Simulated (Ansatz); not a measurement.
# BCl3H2: the cost of one run

Method: RKS PBE0-D4/def2-SVP, in Ansatz 0.2.0.

## Step 1: The structure to begin with

Bond lengths: B1–Cl2 2.210 Å, B1–Cl3 1.860 Å, B1–Cl4 1.860 Å, Cl2–H6 1.516 Å. Angles: B1–Cl2–H6 56.2°, Cl2–B1–Cl3 120.0°, Cl2–B1–Cl4 120.0°, Cl3–B1–Cl4 120.0°.

Coordinates:

```xyz
6

B     0.0000    0.0000    0.0000
Cl    0.0000    0.0000    2.2100
Cl    1.6108    0.0000   -0.9300
Cl   -1.6108    0.0000   -0.9300
H     0.0623   -1.4126    0.4698
H     0.0555   -1.2580    1.3665
```

## Step 2: Pulling towards end A

Springs on the bonds that form and break draw the guess towards this end; the thresholds are loose.

The input, input.yaml:

```yaml
crystal:
  periodic: [false, false, false]
  atoms:
    - { symbol: B, position_ang: [0.0, 0.0, 0.0] }
    - { symbol: Cl, position_ang: [0.0, 0.0, 2.21] }
    - { symbol: Cl, position_ang: [1.6108, 0.0, -0.93] }
    - { symbol: Cl, position_ang: [-1.6108, 0.0, -0.93] }
    - { symbol: H, position_ang: [0.0623, -1.4126, 0.4698] }
    - { symbol: H, position_ang: [0.0555, -1.258, 1.3665] }
basis:
  gaussian: { orbitals: def2-SVP }
hamiltonian:
  xc: pbe0
  dispersion: d4
relax:
  f_tol: 0.15
  max_steps: 25
  restrain:
    - { distance: [0, 4], at: 2.39, k: 30.0 }
    - { distance: [5, 1], at: 2.57, k: 30.0 }
    - { distance: [0, 1], at: 1.86, k: 30.0 }
    - { distance: [5, 4], at: 0.66, k: 30.0 }
```

On the command line:

```console
$ ansatz run input.yaml --threads 1 --pin off --max-ram 2048MiB --backend cpu --events-out ev --progress --plain --runs-dir out
```

Q: Estimate wall time and peak memory on 1 thread of Arm Neoverse V2, shared host.

About 20 s, with a peak of 0.15 GiB.
